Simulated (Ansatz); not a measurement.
# GePH3 (singlet): relaxing a cheap start

Aim: relax a generated start of GePH3 (singlet) and see which bonds hold.

Program: Ansatz 0.2.0, Gaussian basis. Level of theory: RKS PBE0/def2-TZVP. These are calculated values, not measurements.

## Step 1: The system as given

5 atoms, charge 0, spin multiplicity 1.

Atoms are counted from 1 here; the program's logs count them from 0.

Bond lengths: Ge1–P2 2.258 Å, Ge1–H3 1.503 Å, Ge1–H4 1.503 Å, Ge1–H5 1.503 Å. Angles: P2–Ge1–H3 113.1°, P2–Ge1–H4 113.1°, P2–Ge1–H5 113.1°, H3–Ge1–H4 105.6°, H3–Ge1–H5 105.6°, H4–Ge1–H5 105.6°.

The start was built by rule and, where that kept it together, relaxed with GFN2-xTB. Sticks and bond lists go by distance. No spin-orbit coupling is included. 

## Step 2: Relaxation

The input, in.yaml:

```yaml
crystal:
  periodic: [false, false, false]
  atoms:
    - {symbol: Ge, position_ang: [-0.639048, -0.004652, 0.000970]}
    - {symbol: P, position_ang: [1.618747, 0.011784, -0.002456]}
    - {symbol: H, position_ang: [-1.239710, 1.373509, 0.003921]}
    - {symbol: H, position_ang: [-1.222790, -0.701949, 1.198114]}
    - {symbol: H, position_ang: [-1.226448, -0.698415, -1.196439]}
basis:
  gaussian: {orbitals: def2-TZVP}
hamiltonian: {xc: pbe0}
relax: {f_tol: 0.004, max_steps: 80}
```

Launch:

```
ansatz run in.yaml --threads 1 --pin off --events-out ev --progress --plain --max-ram 2176MiB
```

Before running it: what results should come out? Wanted: energy gained; shift from the start; total energy; dipole moment.

As calculated:

| quantity | value |
| --- | --- |
| steps | 15 |
| energy gained | 1.066 eV |
| shift from the start (rms) | 0.677 Å |
| total energy | -65843.1510 eV |
| dipole moment | 2.74 D |

By distance, P2–H3 formed and Ge1–H3 opened. P2–H3 went from 3.166 to 1.508 Å. No vibrations were run, so this is a stationary point, not a proven minimum, and this spin need not be the ground state's.
